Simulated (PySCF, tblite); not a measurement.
**C6H11NOSi: geometry, infrared bands and NMR shifts**

Aim: predict the infrared bands and NMR shifts of C6H11NOSi (`C=C[C@@H](CC)O[SiH2]C#N`).

Computed with tblite 0.8.0 and PySCF 2.14.0, with density-fitted response routines of our own, on a single molecule in the gas phase. Atoms count from 0, in the outputs and in this text.

## 1. The molecule as given

20 atoms, charge 0, multiplicity 1; geometry from: force field or distance geometry start.

Bonds of the start (Å): C0–C1 1.34, C1–C2 1.52, C2–C3 1.54, C3–C4 1.53, C2–O5 1.42, O5–Si6 1.68, Si6–C7 1.89, C7–N8 1.15, C0–H9 1.08, C0–H10 1.09, C1–H11 1.08, C2–H12 1.10, C3–H13 1.09, C3–H14 1.10, C4–H15 1.09, C4–H16 1.10, C4–H17 1.09, Si6–H18 1.48, Si6–H19 1.50.

## 2. Optimising the geometry with GFN2-xTB

What the job is given:

```
{"job": {"kind": "relax", "xc": "GFN2-xTB", "basis": "xTB"}, "charge": 0, "multiplicity": 1}
C     -0.650500     2.188600     0.325800
C     -0.722700     1.063300    -0.396300
C     -0.048200    -0.239400     0.010500
C     -1.075700    -1.376100     0.109300
C     -2.075700    -1.203100     1.257700
O      0.849200    -0.576900    -1.041900
Si     2.495700    -0.380100    -0.798500
C      3.025400     1.340200    -0.228900
N      3.346800     2.386200     0.137500
H     -0.118500     2.255900     1.268300
H     -1.155300     3.091600    -0.025900
H     -1.272300     1.054700    -1.323800
H      0.446700    -0.134000     0.986700
H     -1.608100    -1.508500    -0.834000
H     -0.534800    -2.316200     0.273300
H     -2.729100    -2.076900     1.332500
H     -2.709500    -0.322600     1.091600
H     -1.563200    -1.089600     2.210300
H      3.188800    -0.756900    -2.048000
H      2.905700    -1.389600     0.226800
```

On the command line:

```console
$ OMP_NUM_THREADS=1 python probes_run.py task.json out
```

One launch serves the whole session: the jobs run in the order shown.

**Question.** This job is followed by: GFN2-xTB harmonic vibrations, gas phase; GIAO PBE0/pcSseg-1 NMR shielding, non-relativistic, gas phase. What will the session give for the following? strongest single infrared mode (GFN2-xTB); zero-point energy (GFN2-xTB); 13C shifts against TMS (PBE0/pcSseg-1); 1H shifts against TMS (PBE0/pcSseg-1, means over atoms taken as alike); 17O shifts against H2O (PBE0/pcSseg-1); 29Si shifts against TMS (PBE0/pcSseg-1); 15N shifts against NH3 (PBE0/pcSseg-1).

As calculated:

```
                                                              quantity                                                     value
                             strongest single infrared mode (GFN2-xTB)                                     2239 cm⁻¹, 266 km/mol
                                          zero-point energy (GFN2-xTB)                                             96.7 kcal/mol
                                13C shifts against TMS (PBE0/pcSseg-1)                 149.9, 128.7, 127.7, 84.8, 34.1, 12.2 ppm
1H shifts against TMS (PBE0/pcSseg-1, means over atoms taken as alike)  6.39, 5.79, 5.72, 4.93, 4.81, 4.02, 1.96, 1.53, 0.87 ppm
                                17O shifts against H2O (PBE0/pcSseg-1)                                                  59.5 ppm
                               29Si shifts against TMS (PBE0/pcSseg-1)                                                 -64.1 ppm
                                15N shifts against NH3 (PBE0/pcSseg-1)                                                 360.4 ppm
```

Over 214 steps the energy fell by 0.307 eV; of the close pairs, O5–Si6 changed most, 1.676 to 1.610 Å. No mode is imaginary among the 54: a minimum at this level. The strongest single mode, at 2239 cm⁻¹, moves mainly H19. GFN2-xTB is a fitted tight-binding method: band positions and strengths are rough. Its intensities can rank the bands wrongly. C1 (alkene CH) lies farthest downfield among carbon, at 149.9 ppm; as expected for a trigonal carbon in a double bond. The most deshielded hydrogen is H11 (hydrogen on an alkene CH), at 6.39 ppm: olefinic region. At PBE0/pcSseg-1: The widest tensor belongs to N8: span 570 ppm, with a paramagnetic part of -431 ppm.
